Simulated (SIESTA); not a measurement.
Pt3W under changes of volume

One of the cells (15.552 Å³/atom); the others are scaled copies at fixed shape and fractional positions:

```
Pt W
1.0
    -1.96080    1.96080    4.04495
     1.96080   -1.96080    4.04495
     1.96080    1.96080   -4.04495
Pt W
3 1
Direct
  0.50000 0.50000 0.00000
  0.25000 0.75000 0.50000
  0.75000 0.25000 0.50000
  0.00000 0.00000 0.00000
```

The cell comes from a database or a generator and needn't be the stable form of this composition.

```yaml
Program: SIESTA 5.4.2
Functional: PBEsol
Potentials_or_basis: PseudoDojo 0.4 standard (PBEsol files)
Basis: DZP (energy shift 0.003 Ry; two zetas on semicore shells)
Grid_cutoff: 800 Ry
Energy_shift: 0.003 Ry
k_mesh: 10 × 10 × 10
Occupations: fermi-dirac, width 0.05 eV
Spin: no spin polarisation
```

| volume (Å³/atom) | energy over the lowest point (meV/atom) | pressure (GPa) |
| --- | --- | --- |
| 14.332 | 48.12 | 21.2 |
| 14.637 | 16.43 | 12.5 |
| 14.942 | 0.00 | 5.0 |
| 15.552 | 6.84 | -8.0 |
| 15.857 | ? | ? |
| 16.162 | 57.04 | -17.8 |

Q: What does the run at 15.857 Å³/atom give?

A: Energy over the lowest point 27.27 meV/atom; pressure -13.3 GPa.

Worked out: A Birch-Murnaghan fit of order 3 (a polynomial in V^(-2/3)) to the other rows has its minimum at 15.16 Å³/atom with B0 = V·E''(V) = 328 GPa and B' = 4.8 at fixed shape and positions, which overstates the stiffness. It gives 27.12 meV/atom at 15.857 Å³/atom, against the run's 27.27, and -dE/dV = -13.3 GPa, against -13.3.

Energies are extrapolated to zero smearing.

Caveats: short orbitals over semicore shells can move pressures by several GPa; the basis of atomic orbitals isn't converged, which shifts pressures, moduli and gaps.
